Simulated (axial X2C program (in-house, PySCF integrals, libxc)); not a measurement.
# A two-component session on ZrF: properties at the nuclei

Aim: properties at the nuclei of ZrF, with spin–orbit coupling in the Hamiltonian from the start.

Method: two-component X2C with atomic mean-field terms, Zr dyall-cv3z, F dyall-av3z; program: an in-house X2C program for linear molecules on PySCF integrals.

All values are calculated.

### Step 1. Input

Input file task.json:

```json
{"zs": [40, 9], "q": 0, "bas": ["dyall-cv3z", "dyall-av3z"], "r0": 2.18, "levels": ["PBE0", "HF", "PBE", "PBE50", "BHandHLYP"], "nst": 3}
```

Keys: zs atomic numbers; q charge; bas basis sets; r0 starting distance in Å; levels methods (HF also brings MP2); nst determinants followed.

On the command line:

```console
$ python soeom.py task.json out
```

The runs that follow: Expectation values, lowest determinant; Expectation values, a higher determinant; Expectation values, a higher determinant.

**Question.** What will these runs give? Wanted: lowest determinant; Eeff magnitude; Ws magnitude Zr; A∥/gI Zr; qzz Zr; higher determinant (for each run or level that gives them).

As calculated:

| quantity | value |
| --- | --- |
| lowest determinant | Ω = 3/2 (excess of +ω over −ω: ω = 1/2, ω = -3/2, ω = 5/2) |
| Eeff magnitude (GV/cm), PBE0 | 2.21 |
| Ws magnitude Zr (kHz), PBE0 | 0.676 |
| A∥/gI Zr (MHz), PBE0 | 981 |
| qzz Zr (a.u.), PBE0 | 0.55 |
| higher determinant | Ω = 3/2 (excess of +ω over −ω: ω = 3/2) |
| Eeff magnitude (GV/cm), PBE0, higher determinant | 2.04 |
| Ws magnitude Zr (kHz), PBE0, higher determinant | 0.643 |
| A∥/gI Zr (MHz), PBE0, higher determinant | 323 |
| qzz Zr (a.u.), PBE0, higher determinant | -1.23 |
| higher determinant | Ω = 5/2 (excess of +ω over −ω: ω = 5/2) |
| Eeff magnitude (GV/cm), PBE0, higher determinant | 2.01 |
| Ws magnitude Zr (kHz), PBE0, higher determinant | 0.377 |
| A∥/gI Zr (MHz), PBE0, higher determinant | 180 |
| qzz Zr (a.u.), PBE0, higher determinant | -1.27 |

What this shows: In the first state, the effective field runs from 2.03 to 3.03 GV/cm over the mean-field levels. The expectation values come from single determinants, which for open shells can mix terms of unlike spin or miss the lowest Ω, so a determinant need not be a state. Eeff is the effective electric field on the electron dipole moment in this Ω state and Ws the scalar–pseudoscalar constant (defined with the proton number Z and per Ω); A∥ is the parallel hyperfine constant, which follows by multiplying with the nuclear g factor gI = μI/(I μN); qzz is the electric field gradient, eQq0 = 234.96 MHz × Q/barn × qzz; μ is positive if F is the positive end. The operators were transformed with the bare-nucleus X2C matrices.
